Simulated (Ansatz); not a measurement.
**InH₂OF (SMILES [OH][InH][F]): one structure at several levels**

A test off equilibrium: a structure displaced at random from a GFN2-xTB minimum is computed at several levels, and each is set against CCSD(T).

Program: Ansatz 0.2.0, Gaussian basis. Level of theory: single points in def2-TZVPP. These are calculated values, not measurements.

Cores are frozen in the correlated methods. Filled d shells of the heavier atoms are correlated. Core potentials replace the inner electrons past krypton, and spin-orbit coupling is left out.

## Step 1: The starting structure

SMILES `[OH][InH][F]`, 5 atoms, charge 0, spin multiplicity 1.

Atoms are counted from 1 here; the program's logs count them from 0.

Bond lengths: O1–In2 1.971 Å, O1–H4 0.877 Å, In2–F3 2.113 Å, In2–H5 1.518 Å. Angles: In2–O1–H4 108.6°, O1–In2–F3 101.3°, O1–In2–H5 135.7°, F3–In2–H5 122.8°.

Geometry (Å):

```csv
atom,x (Å),y (Å),z (Å)
O1,-1.22680,0.24950,-0.61350
In2,0.58740,0.30160,0.15410
F3,0.77680,-1.66430,0.90600
H4,-1.44690,-0.58810,-0.75420
H5,1.65640,1.36260,0.34630
```

## Step 2: CCSD(T)/def2-TZVPP

run/in.yaml

```yaml
crystal:
  periodic: [false, false, false]
  atoms:
    - {symbol: O, position_ang: [-1.226800, 0.249500, -0.613500]}
    - {symbol: In, position_ang: [0.587400, 0.301600, 0.154100]}
    - {symbol: F, position_ang: [0.776800, -1.664300, 0.906000]}
    - {symbol: H, position_ang: [-1.446900, -0.588100, -0.754200]}
    - {symbol: H, position_ang: [1.656400, 1.362600, 0.346300]}
basis:
  gaussian: {orbitals: def2-TZVPP}
correlation: {method: ccsd_t}
output: {forces: true}
```

No record of the launch command was kept for these runs.

## Step 3: PBE0-D4/def2-TZVPP

Changes to run/in.yaml since step 2:

```diff
@@ -10,3 +10,3 @@
   gaussian: {orbitals: def2-TZVPP}
-correlation: {method: ccsd_t}
-output: {forces: true}
+hamiltonian: {xc: pbe0, dispersion: d4}
+output: {forces: true, orbitals: {seedname: orbitals}}
```

## Step 4: wB97M-V/def2-TZVPP

Changes to run/in.yaml since step 3:

```diff
@@ -10,3 +10,3 @@
   gaussian: {orbitals: def2-TZVPP}
-hamiltonian: {xc: pbe0, dispersion: d4}
-output: {forces: true, orbitals: {seedname: orbitals}}
+hamiltonian: {xc: {name: wB97M-V}}
+output: {forces: true}
```

## Step 5: r2SCAN-D4/def2-TZVPP

Changes to run/in.yaml since step 4:

```diff
@@ -10,3 +10,3 @@
   gaussian: {orbitals: def2-TZVPP}
-hamiltonian: {xc: {name: wB97M-V}}
+hamiltonian: {xc: r2scan, dispersion: d4}
 output: {forces: true}
```

## Step 6: PBE-D4/def2-TZVPP

Changes to run/in.yaml since step 5:

```diff
@@ -10,3 +10,3 @@
   gaussian: {orbitals: def2-TZVPP}
-hamiltonian: {xc: r2scan, dispersion: d4}
+hamiltonian: {xc: pbe, dispersion: d4}
 output: {forces: true}
```

## Step 7: wB97X-V/def2-TZVPP

Changes to run/in.yaml since step 6:

```diff
@@ -10,3 +10,3 @@
   gaussian: {orbitals: def2-TZVPP}
-hamiltonian: {xc: pbe, dispersion: d4}
+hamiltonian: {xc: {name: wB97X-V}}
 output: {forces: true}
```

## Step 8: B97M-V/def2-TZVPP

Changes to run/in.yaml since step 7:

```diff
@@ -10,3 +10,3 @@
   gaussian: {orbitals: def2-TZVPP}
-hamiltonian: {xc: {name: wB97X-V}}
+hamiltonian: {xc: {name: B97M-V}}
 output: {forces: true}
```

(Steps that only read results are left out.)

Q: Predict the outcome of this session. Wanted: energy less free atoms, CCSD(T)/def2-TZVPP; RMS force component; RMS force error; HOMO and LUMO, PBE0-D4; T1 diagnostic.

**Answer**, as computed:

```
                                  quantity                                                                                          value
energy less free atoms, CCSD(T)/def2-TZVPP                                                                                 -1344.0 kJ/mol
                       RMS force component                                                           2.604 to 2.714 eV/Å over the methods
                           RMS force error  PBE0-D4 0.076, wB97M-V 0.069, r2SCAN-D4 0.101, PBE-D4 0.297, wB97X-V 0.066, B97M-V 0.137 eV/Å
                    HOMO and LUMO, PBE0-D4                                                                             -8.94 and -1.71 eV
                             T1 diagnostic                                                                                          0.017
```

**Reading.** Against CCSD(T) the functionals' energies less atoms differ by -61.4 to +0.1 kJ/mol, PBE-D4 by -61.4 kJ/mol. CCSD(T) in triple zeta still lacks some correlation energy of the bonds, so part of these gaps is its own basis error and they don't rank the functionals. The forces of wB97X-V come nearest to CCSD(T), those of PBE-D4 are farthest. Frozen-core CCSD(T) forces in triple zeta carry basis errors of their own, and this is one geometry, so small gaps rank nothing.
